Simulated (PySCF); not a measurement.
# GeSe: bond curves at several levels of theory

An exercise on one series of results from a longer session: the logs are not shown, and one member is left open.

Computed with PySCF 2.14.0. Level: Ge cc-pVDZ-PP with ECP10, Se cc-pVDZ-PP with ECP10, scalar-relativistic core potentials.

The first run:

A driver script around PySCF takes these settings:

- atoms: Ge, Se
- charge: 0
- basis: Ge cc-pVDZ-PP with ECP10, Se cc-pVDZ-PP with ECP10
- Hamiltonian: scalar-relativistic core potentials
- basis functions: 46
- electrons treated: 46
- masses in u: 73.9212, 79.9165
- levels: PBE0, PBE, r²SCAN, M06-2X, MN15, PW91, CAM-B3LYP, HF, MP2, SCS-MP2, CCSD, CCSD(T)
- grid: 80 radial by 434 angular points
- occupations: held fixed by the projection of orbital angular momentum
- dissociation limit: Ge + Se, each in its ground configuration
- starting distance in angstrom: 2.275
- values of 2S to try: 0, 2, 4

The run is started by

```
> OMP_NUM_THREADS=1 python dia.py task.json out
```

Among the steps run: Set-up; The PBE0 curve of the state that the search chose; Other states along the same grid; PBE (GGA); r²SCAN; M06-2X (hybrid meta-GGA); MN15 (hybrid meta-GGA); PW91 (GGA); CAM-B3LYP (range-separated hybrid); RHF (mean field); Adding correlation.

One table of the session follows, with a row left open; its other results are not shown here.

Energy (eV) from each level's lowest point:

| R (Å) | RHF | RHF-MP2 | RHF-SCS-MP2 | RHF-CCSD | RHF-CCSD(T) |
| --- | --- | --- | --- | --- | --- |
| 1.851 | 1.510 | 1.769 | 1.772 | n/a | n/a |
| 1.937 | 0.615 | 0.806 | 0.807 | 0.785 | 0.851 |
| 2.023 | 0.149 | 0.267 | 0.267 | 0.252 | 0.295 |
| 2.087 | 0.007 | 0.067 | 0.067 | 0.059 | 0.082 |
| 2.152 | 0.000 | 0.000 | 0.000 | 0.000 | 0.000 |
| 2.217 | 0.096 | 0.034 | 0.035 | 0.044 | 0.018 |
| 2.303 | ? | ? | ? | ? | ? |
| 2.410 | 0.779 | 0.530 | 0.532 | 0.571 | 0.451 |
| 2.539 | 1.413 | 1.052 | 1.054 | 1.104 | 0.903 |
| 2.712 | 2.326 | 1.885 | 1.879 | n/a | n/a |

Estimate the missing values for R (Å) = 2.303.

Worked estimate for «RHF». A straight line through the neighbours (2.217, 0.096) and (2.410, 0.779) gives 0.096 + (0.779 − 0.096) × (2.303 − 2.217) / (2.410 − 2.217) = 0.400; a parabola fitted to 4 rows on both sides gives 0.358.

As computed: RHF: 0.342; RHF-MP2: 0.197; RHF-SCS-MP2: 0.198; RHF-CCSD: 0.220; RHF-CCSD(T): 0.156. In «RHF» the line misses by +0.058 and the parabola by +0.016.

To keep in mind: Lowest PBE0 solution found, without spin–orbit coupling: ¹Σ⁺ (singlet), closed shell. Warnings in the runs' records: inverted.
